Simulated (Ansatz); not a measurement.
**AlH₈NO₂Si₂: a ladder of functionals and wavefunction methods**

An exercise on one series of results from a longer session: the logs are not shown, and one member is left open.

Method: functionals in def2-TZVPP, the program's frozen cores in correlated methods; program: Ansatz 0.2.0, Gaussian basis.

Levels to be run: LDA (SPW92), PBE-D4, revPBE-D4, BLYP-D4, r2SCAN-D4, B97M-V, PBE0-D4, B3LYP-D4, r2SCANh-D4, r2SCAN0-D4, HSE06-D4, BHLYP-D4, CAM-B3LYP-D4, LC-ωPBE, ωB97X-V, ωB97M-V, B2PLYP, PBE-QIDH; CCSD(T)/def2-SVP; CCSD(T)/def2-TZVPP; MP2/def2-QZVPP; extrapolation to the limit; RPA on PBE.

**The geometry**

All runs share one geometry, relaxed beforehand with PBE0-D4 in a triple-zeta def2 set.

SMILES `[NH2][Al]([O][SiH3])[O][SiH3]`, 14 atoms, charge 0, spin multiplicity 1.

Atoms are counted from 1 here; the program's logs count them from 0.

Bond lengths: N1–Al2 1.752 Å, N1–H7 1.006 Å, N1–H8 1.006 Å, Al2–O3 1.679 Å, Al2–O5 1.679 Å, O3–Si4 1.622 Å, Si4–H9 1.487 Å, Si4–H10 1.489 Å, Si4–H11 1.488 Å, O5–Si6 1.622 Å, Si6–H12 1.488 Å, Si6–H13 1.487 Å, Si6–H14 1.489 Å. Angles: Al2–N1–H7 124.5°, Al2–N1–H8 124.6°, H7–N1–H8 110.9°, N1–Al2–O3 119.7°, N1–Al2–O5 119.7°, O3–Al2–O5 120.6°, Al2–O3–Si4 162.7°, O3–Si4–H9 109.9°, O3–Si4–H10 110.9°, O3–Si4–H11 109.9°, H9–Si4–H10 108.6°, H9–Si4–H11 108.7°, H10–Si4–H11 108.6°, Al2–O5–Si6 162.8°, O5–Si6–H12 110.0°, O5–Si6–H13 109.9°, O5–Si6–H14 110.9°, H12–Si6–H13 108.7° and more.

The first run:

in.yaml

```yaml
crystal:
  periodic: [false, false, false]
  atoms:
    - {symbol: N, position_ang: [-0.960350, -1.279464, -2.208282]}
    - {symbol: Al, position_ang: [-0.345653, -0.458687, -0.787960]}
    - {symbol: O, position_ang: [-0.131420, -1.315048, 0.639927]}
    - {symbol: Si, position_ang: [0.231292, -1.704960, 2.171993]}
    - {symbol: O, position_ang: [0.024666, 1.176739, -0.866435]}
    - {symbol: Si, position_ang: [0.500606, 2.677776, -0.477663]}
    - {symbol: H, position_ang: [-1.204281, -2.254584, -2.241923]}
    - {symbol: H, position_ang: [-1.117343, -0.839051, -3.098694]}
    - {symbol: H, position_ang: [-0.972574, -2.248893, 2.855497]}
    - {symbol: H, position_ang: [0.707831, -0.512655, 2.925299]}
    - {symbol: H, position_ang: [1.300860, -2.738534, 2.192877]}
    - {symbol: H, position_ang: [1.735200, 3.030007, -1.228988]}
    - {symbol: H, position_ang: [-0.566147, 3.653719, -0.826606]}
    - {symbol: H, position_ang: [0.784512, 2.784438, 0.979757]}
basis:
  gaussian: {orbitals: def2-TZVPP}
hamiltonian: {xc: lda}
output: {orbitals: {seedname: orbitals}}
```

The run is started by

```sh
$ ansatz run in.yaml --threads 4 --pin off --events-out ev --progress --plain --max-ram 11315MiB
```

Steps of the session up to this table: LDA; PBE-D4 (GGA); revPBE-D4 (GGA); BLYP-D4 (GGA); r2SCAN-D4 (meta-GGA); B97M-V (meta-GGA); B3LYP-D4 (hybrid); r2SCANh-D4 (hybrid); r2SCAN0-D4 (hybrid); HSE06-D4 (hybrid); BHLYP-D4 (hybrid); CAM-B3LYP-D4 (range-separated); LC-ωPBE (range-separated); ωB97X-V (range-separated); ωB97M-V (range-separated); B2PLYP (double hybrid); PBE-QIDH (double hybrid).

One of the session's tables, all rows but one given; the rest of the session is left out.

It belongs to the step «Orbital energies across the functionals». 

| functional | HOMO (eV) | gap (eV) |
| --- | --- | --- |
| LDA (SPW92) | -6.38 | 4.71 |
| PBE-D4 | -6.20 | 4.77 |
| revPBE-D4 | -6.13 | 4.85 |
| BLYP-D4 | -6.06 | 4.72 |
| r2SCAN-D4 | -6.49 | 5.51 |
| B97M-V | -6.58 | 5.22 |
| PBE0-D4 | -7.61 | 7.03 |
| B3LYP-D4 | -7.34 | 6.50 |
| r2SCANh-D4 | -7.01 | 6.30 |
| r2SCAN0-D4 | -7.81 | 7.49 |
| HSE06-D4 | ? | ? |
| BHLYP-D4 | -8.91 | 9.09 |
| CAM-B3LYP-D4 | -9.05 | 9.36 |
| LC-ωPBE | -10.51 | 12.08 |
| ωB97X-V | -10.11 | 11.43 |
| ωB97M-V | -10.02 | 10.99 |

Estimate the missing values for HSE06-D4.

**Answer.** HOMO (eV): -7.20; gap (eV): 6.25. In the column «HOMO (eV)» it lies between B3LYP-D4 (-7.34) and r2SCANh-D4 (-7.01).
